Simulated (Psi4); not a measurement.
# MP2/pcSseg-2 (Cholesky decomposition, density fitting for correlation) run of GeO (SMILES [O]=[Ge])

What is the energy change on altering one bond length of GeO at MP2/pcSseg-2 (Cholesky decomposition, density fitting for correlation)? 

The results are computed with Psi4 1.11.

5 further runs of the same task are left out: 3 for a known fault of the program, 2 that didn't finish.

### Step 1. The system as given

The species is GeO (2 atoms), meant as a singlet with charge 0. SMILES: `[O]=[Ge]`. The shape comes from GFN2-xTB, which is rough for such elements, and wasn't checked as a minimum.

Bond lengths: O1–Ge2 1.576 Å.

### Step 2. A single-point energy at MP2/pcSseg-2 (Cholesky decomposition, density fitting for correlation)

The input, input.in:

```
memory 1.6 GB

molecule mol {
  0 1
  O
  Ge 1 1.57649
  symmetry c1
  no_reorient
  no_com
}

set basis pcSseg-2
set reference rhf
set scf_type cd
set freeze_core true
set mp2_type df

e_tot = energy("mp2")
```

On the command line:

```
$ psi4 input.in input.out -n 1
```

input.out:

```text
[...]
  Running in c1 symmetry.
[...]
  Nuclear repulsion =   85.931002373323039
[...]
  Multiplicity = 1
[...]
  Nalpha       = 20
  Nbeta        = 20
[...]
    Number of basis functions: 99
[...]
   @RHF iter   1: -2149.12319503516028   -3.48324e+00   3.17530e-02 DIIS/ADIIS
[...]
   @RHF iter  11: -2150.27131950430748   -2.36469e-11   6.52273e-09 DIIS
[...]
    Orbital Energies [Eh]
    ---------------------
    Doubly Occupied:
       1A   -405.221423     2A    -52.123264     3A    -46.214556
       4A    -46.214553     5A    -46.211167     6A    -20.522324
       7A     -7.204537     8A     -5.179660     9A     -5.179660
      10A     -5.171950    11A     -1.660690    12A     -1.658144
      13A     -1.658144    14A     -1.649529    15A     -1.649525
      16A     -1.234369    17A     -0.610481    18A     -0.457969
      19A     -0.457969    20A     -0.424465
[...]
  @RHF Final Energy: -2150.27131950430748
   => Energetics <=
    Nuclear Repulsion Energy =             85.9310023733230395
    One-Electron Energy =               -3170.9958875136217102
    Two-Electron Energy =                 934.7935656359911718
    Total Energy =                      -2150.2713195043079395
[...]
 Multipole Moments:
 ------------------------------------------------------------------------------------
     Multipole            Electronic (a.u.)      Nuclear  (a.u.)        Total (a.u.)
 ------------------------------------------------------------------------------------
 L = 1.  Multiply by 2.5417464519 to convert [e a0] to [Debye]
 Dipole X            :         -0.0000000            0.0000000           -0.0000000
 Dipole Y            :         -0.0000000            0.0000000           -0.0000000
 Dipole Z            :          4.1975526           -2.6350897            1.5624629
 Magnitude           :                                                    1.5624629
[...]
```

Wall time 7.8 s (1 thread of Intel Xeon Platinum 8259CL at 2.50GHz (Skylake/Cascade Lake), shared host); peak memory 0.3 GiB.

### Step 3. The distorted shape at the same level

The input, geo.xyz:

```xyz
2
GeO
O      0.000000     0.000000    -1.103510
Ge     0.000000     0.000000     1.576490
```

The input, job.py:

```python
import psi4

psi4.set_memory(1600000000)
psi4.set_num_threads(1)
psi4.set_output_file('psi4.out', False)

with open('geo.xyz') as f:
    atoms = ''.join(f.readlines()[2:])
geom = psi4.geometry('0 1\n' + atoms + 'symmetry c1\nno_reorient\nno_com')

options = {'reference': 'rhf', 'scf_type': 'cd', 'freeze_core': True, 'mp2_type': 'df'}
psi4.set_options(options)

energy_value = psi4.energy('mp2/pcSseg-2', molecule=geom)
print(f'mp2/pcSseg-2 energy: {energy_value:.10f} Eh')
```

On the command line:

```
$ python job.py
```

psi4.out:

```text
[...]
  Running in c1 symmetry.
[...]
  Nuclear repulsion =   50.548270869970153
[...]
  Multiplicity = 1
[...]
  Nalpha       = 20
  Nbeta        = 20
[...]
    Number of basis functions: 99
[...]
   @RHF iter   1: -2148.74788940632743   -4.09088e+00   3.11464e-02 DIIS/ADIIS
[...]
   @RHF iter  17: -2150.02056407329474   -1.10049e-10   2.39621e-09 DIIS
[...]
    Orbital Energies [Eh]
    ---------------------
    Doubly Occupied:
       1A   -405.286723     2A    -52.185819     3A    -46.276735
       4A    -46.276731     5A    -46.273959     6A    -20.557228
       7A     -7.260920     8A     -5.235572     9A     -5.235572
      10A     -5.223617    11A     -1.716084    12A     -1.716074
      13A     -1.701107    14A     -1.701103    15A     -1.696179
      16A     -1.133939    17A     -0.605539    18A     -0.441967
      19A     -0.441967    20A     -0.284073
[...]
  @RHF Final Energy: -2150.02056407329474
   => Energetics <=
    Nuclear Repulsion Energy =             50.5482708699701533
    One-Electron Energy =               -3098.6358552416568273
    Two-Electron Energy =                 898.0670202983916397
    Total Energy =                      -2150.0205640732951906
[...]
 Multipole Moments:
 ------------------------------------------------------------------------------------
     Multipole            Electronic (a.u.)      Nuclear  (a.u.)        Total (a.u.)
 ------------------------------------------------------------------------------------
 L = 1.  Multiply by 2.5417464519 to convert [e a0] to [Debye]
 Dipole X            :          0.0000000            0.0000000            0.0000000
 Dipole Y            :          0.0000000            0.0000000            0.0000000
 Dipole Z            :        -76.7120632           78.6496455            1.9375823
 Magnitude           :                                                    1.9375823
[...]
```

On the terminal:

```text
mp2/pcSseg-2 energy: -2150.5005470639 Eh
```

Run time: 7.8 s. Hardware: 1 thread of Intel Xeon Platinum 8259CL at 2.50GHz (Skylake/Cascade Lake), shared host; peak memory 0.3 GiB.

### Step 4. What came out

Level: MP2/pcSseg-2 (Cholesky decomposition, density fitting for correlation), 10 core orbitals frozen.

```
                                                          quantity           value
                                         first shape: total energy  -2150.80613 Eh
                  first shape: HOMO energy (Hartree–Fock orbitals)       -11.55 eV
                  first shape: LUMO energy (Hartree–Fock orbitals)         0.88 eV
                first shape: HOMO–LUMO gap (Hartree–Fock orbitals)        12.43 eV
         first shape: correlation energy (10 core orbitals frozen)      -534.8 mEh
                                     distorted shape: total energy  -2150.50055 Eh
              distorted shape: HOMO energy (Hartree–Fock orbitals)        -7.73 eV
              distorted shape: LUMO energy (Hartree–Fock orbitals)        -0.85 eV
            distorted shape: HOMO–LUMO gap (Hartree–Fock orbitals)         6.88 eV
     distorted shape: correlation energy (10 core orbitals frozen)      -480.0 mEh
energy change with the O1–Ge2 bond stretched from 1.576 to 2.680 Å        8.315 eV
```

With the O1–Ge2 bond stretched from 1.576 to 2.680 Å the energy rises by 8.32 eV (802 kJ/mol). The first shape isn't relaxed at this level, so the change isn't measured from a minimum. A restricted reference can't describe the breaking bond well at this length.
